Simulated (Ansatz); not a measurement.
# AlF2H3O: the cost of one run

All numbers below are computed with Ansatz 0.2.0 (RKS B3LYP/def2-SVP).

## 1. The system as given

Bond lengths: Al1–O2 2.130 Å, O2–H3 1.010 Å, Al1–F4 1.690 Å, Al1–H5 1.560 Å, Al1–F6 1.990 Å. Angles: Al1–O2–H3 109.5°, O2–Al1–F4 120.0°, O2–Al1–H5 120.0°, O2–Al1–F6 71.6°, F4–Al1–H5 120.0°, F4–Al1–F6 96.8°, H5–Al1–F6 101.3°.

Coordinates:

```xyz
7

Al    0.0000    0.0000    0.0000
O     0.0000    0.0000    2.1300
H    -0.9095   -0.2814    2.4671
F     1.4635    0.0000   -0.8450
H    -1.3510    0.0000   -0.7800
F     0.0892    1.8864    0.6275
H     0.0593    1.2535    1.7062
```

## 2. Pulling towards end A

Springs on the bonds that form and break draw the guess towards this end; the thresholds are loose.

Input file input.yaml:

```yaml
crystal:
  periodic: [false, false, false]
  atoms:
    - { symbol: Al, position_ang: [0.0, 0.0, 0.0] }
    - { symbol: O, position_ang: [0.0, 0.0, 2.13] }
    - { symbol: H, position_ang: [-0.9095, -0.2814, 2.4671] }
    - { symbol: F, position_ang: [1.4635, 0.0, -0.845] }
    - { symbol: H, position_ang: [-1.351, 0.0, -0.78] }
    - { symbol: F, position_ang: [0.0892, 1.8864, 0.6275] }
    - { symbol: H, position_ang: [0.0593, 1.2535, 1.7062] }
basis:
  gaussian: { orbitals: def2-SVP }
hamiltonian:
  xc: b3lyp
relax:
  f_tol: 0.15
  max_steps: 25
  restrain:
    - { distance: [0, 5], at: 2.89, k: 30.0 }
    - { distance: [6, 1], at: 2.21, k: 30.0 }
    - { distance: [0, 1], at: 1.78, k: 30.0 }
    - { distance: [6, 5], at: 0.92, k: 30.0 }
output:
  orbitals: {}
```

Started as:

```bash
> ansatz run input.yaml --threads 1 --pin off --max-ram 2048MiB --backend cpu --events-out ev --progress --plain --runs-dir out
```

**Question.** How long does this run take on 1 thread of Arm Neoverse V1, shared host, and how much memory does it need?

About 19 s, with a peak of 0.16 GiB.
